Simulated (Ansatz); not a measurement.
# CH₃AlTe (SMILES [CH2]1[AlH][Te]1): functionals against CCSD(T) at one geometry

Aim: energy, forces and dipole at a structure displaced at random from a GFN2-xTB minimum, from CCSD(T) and from density functionals.

Computed with Ansatz 0.2.0, Gaussian basis. Level: single points in def2-TZVPP.

Correlated methods freeze the cores. Filled d shells of the heavier atoms are correlated. Core potentials replace the inner electrons past krypton, and spin-orbit coupling is left out.

**1. Where the work starts**

SMILES `[CH2]1[AlH][Te]1`, 6 atoms, charge 0, spin multiplicity 1.

Atoms are counted from 1 here; the program's logs count them from 0.

Bond lengths: C1–Al2 1.961 Å, C1–Te3 2.360 Å, C1–H4 1.094 Å, C1–H5 1.091 Å, Al2–Te3 2.499 Å, Al2–H6 1.540 Å. Angles: Al2–C1–Te3 70.0°, Al2–C1–H4 125.5°, Al2–C1–H5 123.9°, Te3–C1–H4 106.6°, Te3–C1–H5 105.2°, H4–C1–H5 109.7°, C1–Al2–Te3 62.5°, C1–Al2–H6 144.4°, Te3–Al2–H6 153.0°, C1–Te3–Al2 47.5°.

Coordinates:

```xyz
6
charge 0, multiplicity 1
C     0.1355   -0.7694   -0.2397
Al    0.0738    0.9577    0.6865
Te   -1.1766    0.7604   -1.4682
H    -0.5067   -1.6289   -0.0252
H     0.9363   -1.0682   -0.9180
H     0.5542    1.7311    1.9286
```

**2. CCSD(T)/def2-TZVPP**

Contents of run/in.yaml:

```yaml
crystal:
  periodic: [false, false, false]
  atoms:
    - {symbol: C, position_ang: [0.135500, -0.769400, -0.239700]}
    - {symbol: Al, position_ang: [0.073800, 0.957700, 0.686500]}
    - {symbol: Te, position_ang: [-1.176600, 0.760400, -1.468200]}
    - {symbol: H, position_ang: [-0.506700, -1.628900, -0.025200]}
    - {symbol: H, position_ang: [0.936300, -1.068200, -0.918000]}
    - {symbol: H, position_ang: [0.554200, 1.731100, 1.928600]}
basis:
  gaussian: {orbitals: def2-TZVPP}
correlation: {method: ccsd_t}
output: {forces: true}
```

No record of the launch command was kept for these runs.

**3. PBE0-D4/def2-TZVPP**

Edit run/in.yaml of step 2 so:

```diff
@@ -11,3 +11,3 @@
   gaussian: {orbitals: def2-TZVPP}
-correlation: {method: ccsd_t}
-output: {forces: true}
+hamiltonian: {xc: pbe0, dispersion: d4}
+output: {forces: true, orbitals: {seedname: orbitals}}
```

**4. wB97M-V/def2-TZVPP**

Edit run/in.yaml of step 3 so:

```diff
@@ -11,3 +11,3 @@
   gaussian: {orbitals: def2-TZVPP}
-hamiltonian: {xc: pbe0, dispersion: d4}
-output: {forces: true, orbitals: {seedname: orbitals}}
+hamiltonian: {xc: {name: wB97M-V}}
+output: {forces: true}
```

**5. r2SCAN-D4/def2-TZVPP**

Edit run/in.yaml of step 4 so:

```diff
@@ -11,3 +11,3 @@
   gaussian: {orbitals: def2-TZVPP}
-hamiltonian: {xc: {name: wB97M-V}}
+hamiltonian: {xc: r2scan, dispersion: d4}
 output: {forces: true}
```

**6. PBE-D4/def2-TZVPP**

Edit run/in.yaml of step 5 so:

```diff
@@ -11,3 +11,3 @@
   gaussian: {orbitals: def2-TZVPP}
-hamiltonian: {xc: r2scan, dispersion: d4}
+hamiltonian: {xc: pbe, dispersion: d4}
 output: {forces: true}
```

**7. r2SCAN0-D4/def2-TZVPP**

Edit run/in.yaml of step 6 so:

```diff
@@ -11,3 +11,3 @@
   gaussian: {orbitals: def2-TZVPP}
-hamiltonian: {xc: pbe, dispersion: d4}
+hamiltonian: {xc: {name: r2SCAN0}, dispersion: d4}
 output: {forces: true}
```

**8. SPW92/def2-TZVPP**

Edit run/in.yaml of step 7 so:

```diff
@@ -11,3 +11,3 @@
   gaussian: {orbitals: def2-TZVPP}
-hamiltonian: {xc: {name: r2SCAN0}, dispersion: d4}
+hamiltonian: {xc: lda}
 output: {forces: true}
```

(Steps that only read results are left out.)

Q: Predict the outcome of this session. Wanted: energy less free atoms, CCSD(T)/def2-TZVPP; RMS force component; RMS force error; HOMO and LUMO, PBE0-D4; T1 diagnostic.

**Answer**, as computed:

| quantity | value |
| --- | --- |
| energy less free atoms, CCSD(T)/def2-TZVPP | -17.956 eV |
| RMS force component | 0.387 to 0.559 eV/Å over the methods |
| RMS force error | PBE0-D4 0.111, wB97M-V 0.149, r2SCAN-D4 0.084, PBE-D4 0.123, r2SCAN0-D4 0.139, SPW92 0.251 eV/Å |
| HOMO and LUMO, PBE0-D4 | -6.19 and -1.57 eV |
| T1 diagnostic | 0.014 |

Against CCSD(T) the functionals' energies less atoms differ by -3.145 to -0.262 eV, PBE-D4 by -0.830 eV. CCSD(T) in triple zeta still lacks some correlation energy of the bonds, so part of these gaps is its own basis error and they don't rank the functionals. For forces r2SCAN-D4 does best and SPW92 worst. Frozen-core CCSD(T) forces in triple zeta carry basis errors of their own, and this is one geometry, so small gaps rank nothing.
